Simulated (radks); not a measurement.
**Valence configurations of Sm²⁺**

Aim: which of several valence configurations of Sm²⁺ lies lowest at this level, and whether it is the one NIST lists ([Xe] 4f6).

Method: Dirac Kohn-Sham, PBE, spin-unpolarised, spherical densities, finite nucleus; open shells fill j = l - 1/2 first. Code: radks (a radial shooting solver on a logarithmic mesh, Libxc functionals) version 1.

## Step 1: What is computed

```
element            : samarium (Z = 62)
charge             : +2
electrons          : 60
configuration      : [Xe] 4f6
nuclear rms radius : 5.0819 fm
others tried       : 4f4 5d2; 4f4.5 5d1.5; 4f5 6p1; 4f3 5d3; 4f2.5 5d1.5 6s2; 4f5 5d1; 4f3.5 5d1.5 6p1; 4f4 5d1 6s1; 4f4 6p2
```

## Step 2: [Xe] 4f6

The run's settings:

```text
Z 62
configuration [Xe] 4f6
relativity Dirac
functional pbe,pbe
spin unpolarised
j_filling energy
nucleus finite rms 5.0819 fm
c 137.035999084
```

## Step 3: [Xe] 4f4 5d2

Input: that of step 2 with these lines changed.

```diff
@@ -1,3 +1,3 @@
 Z 62
-configuration [Xe] 4f6
+configuration [Xe] 4f4 5d2
 relativity Dirac
```

## Step 4: [Xe] 4f4.5 5d1.5

Input: that of step 3 with these lines changed.

```diff
@@ -1,3 +1,3 @@
 Z 62
-configuration [Xe] 4f4 5d2
+configuration [Xe] 4f4.5 5d1.5
 relativity Dirac
```

## Step 5: [Xe] 4f5 6p1

Input: that of step 4 with these lines changed.

```diff
@@ -1,3 +1,3 @@
 Z 62
-configuration [Xe] 4f4.5 5d1.5
+configuration [Xe] 4f5 6p1
 relativity Dirac
```

## Step 6: [Xe] 4f3 5d3

Input: that of step 5 with these lines changed.

```diff
@@ -1,3 +1,3 @@
 Z 62
-configuration [Xe] 4f5 6p1
+configuration [Xe] 4f3 5d3
 relativity Dirac
```

## Step 7: [Xe] 4f2.5 5d1.5 6s2

Input: that of step 6 with these lines changed.

```diff
@@ -1,3 +1,3 @@
 Z 62
-configuration [Xe] 4f3 5d3
+configuration [Xe] 4f2.5 5d1.5 6s2
 relativity Dirac
```

## Step 8: [Xe] 4f5 5d1

Input: that of step 7 with these lines changed.

```diff
@@ -1,3 +1,3 @@
 Z 62
-configuration [Xe] 4f2.5 5d1.5 6s2
+configuration [Xe] 4f5 5d1
 relativity Dirac
```

## Step 9: [Xe] 4f3.5 5d1.5 6p1

Input: that of step 8 with these lines changed.

```diff
@@ -1,3 +1,3 @@
 Z 62
-configuration [Xe] 4f5 5d1
+configuration [Xe] 4f3.5 5d1.5 6p1
 relativity Dirac
```

## Step 10: [Xe] 4f4 5d1 6s1

Input: that of step 9 with these lines changed.

```diff
@@ -1,3 +1,3 @@
 Z 62
-configuration [Xe] 4f3.5 5d1.5 6p1
+configuration [Xe] 4f4 5d1 6s1
 relativity Dirac
```

## Step 11: [Xe] 4f4 6p2

Input: that of step 10 with these lines changed.

```diff
@@ -1,3 +1,3 @@
 Z 62
-configuration [Xe] 4f4 5d1 6s1
+configuration [Xe] 4f4 6p2
 relativity Dirac
```

**Question.** What will these runs give? Wanted: for each run, valence; E − E(NIST configuration); highest level; its energy; 1s shift.

**Answer**, as computed:

```tsv
valence	E − E(NIST configuration) (eV)	highest level	its energy (eV)	1s shift (eV)
4f6	0.000	4f5/2	-15.801	+0.00
4f5 5d1	4.051	5d3/2	-15.271	-6.34
4f4.5 5d1.5	7.772	5d3/2	-16.032	-9.92
4f5 6p1	8.972	6p1/2	-12.393	-9.99
4f4 5d2	12.771	5d3/2	-16.790	-13.72
4f4 5d1 6s1	14.688	6s1/2	-16.440	-16.60
4f3.5 5d1.5 6p1	25.764	6p1/2	-13.031	-21.64
4f4 6p2	26.087	6p1/2	-14.227	-21.53
4f3 5d3	26.978	5d3/2	-18.284	-21.90
4f2.5 5d1.5 6s2	44.063	6s1/2	-18.526	-32.73
```

In words: The NIST configuration is the lowest of those tried, 4.051 eV under 4f5 5d1. The energies are those of spherical spin-averaged densities, not of single terms. The 1s eigenvalue shifts by up to 32.73 eV as the valence charge is rearranged.
